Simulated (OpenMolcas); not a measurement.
**SiI3 (triiodosilyl) at UKT3/def2-SVP (core potential)**

Aim: the vertical ionisation energy of SiI3 (triiodosilyl) at UKT3/def2-SVP (core potential), from 2 runs. 

Program for the calculation: OpenMolcas 26.06.

## Step 1: The molecule

SiI3 has 4 atoms, charge 0, and is taken as a doublet. As SMILES, `I[Si](I)I`. The coordinates come from a GFN2-xTB relaxation.

Bond lengths: I1–Si2 2.496 Å, Si2–I3 2.493 Å, Si2–I4 2.493 Å. Angles: I1–Si2–I3 108.9°, I1–Si2–I4 109.1°, I3–Si2–I4 109.2°.

## Step 2: A single-point energy at UKT3/def2-SVP (core potential)

Input file coord.xyz:

```xyz
4

I      0.576450     0.478690     2.232220
Si     0.588770     0.067090    -0.229300
I     -0.231980    -2.246350    -0.664150
I     -0.933230     1.700570    -1.338770
```

Input file job.input:

```
&GATEWAY
 BASLIB=$CurrDir
 COORD=coord.xyz
 BASIS=def2-SVP
 GROUP=NoSym

&SEWARD

&SCF
 UHF
 SPIN=2
 KSDFT=KT3
 PRORBITALS=1 1
```

The basis set def2-SVP is read from a file made from the Basis Set Exchange's data (not shown).

Launch:

```
export MOLCAS_MEM=1860
pymolcas job.input > job.log
```

The log of the run:

```text
--- Start Module: gateway ---
[...]
--- Stop Module: gateway /rc=_RC_ALL_IS_WELL_ ---
--- Start Module: seward ---
[...]
      Basis functions           96
--- Stop Module: seward /rc=_RC_ALL_IS_WELL_ ---
[...]
--- Start Module: scf ---
[...]
       Convergence after  15 Iterations
[...]
::    Total KS-DFT energy                           -1190.1785112153
[...]
      Total spin, S                                     0.5016100608
[...]
      Total electronic charge=   89.000000
      Total            charge=   -0.000000
[...]
      Dipole Moment (debye):
      Origin of the operator (angstrom)=   -0.1425   -0.0162    0.0555
                   X=  1.7634E-01               Y=  1.9392E-02               Z= -8.5951E-02           Total=  1.9713E-01
      Quadrupole Moment (debye*angstrom):
[...]
--- Stop Module: scf /rc=_RC_ALL_IS_WELL_ ---
[...]
```

It took 13 s on 1 thread of Arm Neoverse V2, shared host; peak memory 0.53 GiB.

## Step 3: The singlet cation at the same level

coord.xyz is that of step 2.

Input file job.input:

```
&GATEWAY
 BasLib=$CurrDir
 Coord=coord.xyz
 Basis=def2-SVP
 Group=NoSym

&SEWARD

&SCF
 Charge=1
 KSDFT=KT3
 PrOrbitals=1 1
```

The basis set def2-SVP is read from a file made from the Basis Set Exchange's data (not shown).

Launch:

```
export MOLCAS_MEM=1860
pymolcas job.input > job.log
```

The log of the run:

```text
--- Start Module: gateway ---
[...]
--- Stop Module: gateway /rc=_RC_ALL_IS_WELL_ ---
--- Start Module: seward ---
[...]
      Basis functions           96
--- Stop Module: seward /rc=_RC_ALL_IS_WELL_ ---
[...]
--- Start Module: scf ---
[...]
       Convergence after  24 Iterations
[...]
::    Total KS-DFT energy                           -1189.8763576625
[...]
      Total spin, S                                     0.0000000000
[...]
      Total electronic charge=   88.000000
      Total            charge=    1.000000
[...]
      Dipole Moment (debye):
      Origin of the operator (angstrom)=   -0.1425   -0.0162    0.0555
                   X=  6.7037E-01               Y=  7.7923E-02               Z= -2.7550E-01           Total=  7.2895E-01
      Center of Charge (angstrom)
[...]
--- Stop Module: scf /rc=_RC_ALL_IS_WELL_ ---
[...]
```

Wall time 14 s (1 thread of Arm Neoverse V2, shared host); peak memory 0.53 GiB.

## Step 4: Results

Level: UKT3/def2-SVP (core potential).

| quantity | value |
| --- | --- |
| doublet SiI3: total energy | -1190.17851 Eh |
| doublet SiI3: dipole moment | 0.20 D |
| doublet SiI3: HOMO energy (highest over α and β) | -5.81 eV |
| doublet SiI3: LUMO energy (lowest over α and β) | -4.83 eV |
| doublet SiI3: ⟨S²⟩ | 0.753 |
| singlet cation: total energy | -1189.87636 Eh |
| singlet cation: HOMO energy | -11.30 eV |
| singlet cation: LUMO energy | -10.58 eV |
| singlet cation: HOMO–LUMO gap | 0.72 eV |
| vertical ionisation energy (to the singlet cation) | 8.222 eV |

In words: The vertical ionisation energy comes to 8.22 eV (190 kcal/mol). Only the singlet of the ionised species was computed; a triplet could lie lower. Mulliken charges (doublet SiI3) run from -0.07 on I1 to +0.22 on Si2; they depend strongly on the basis.
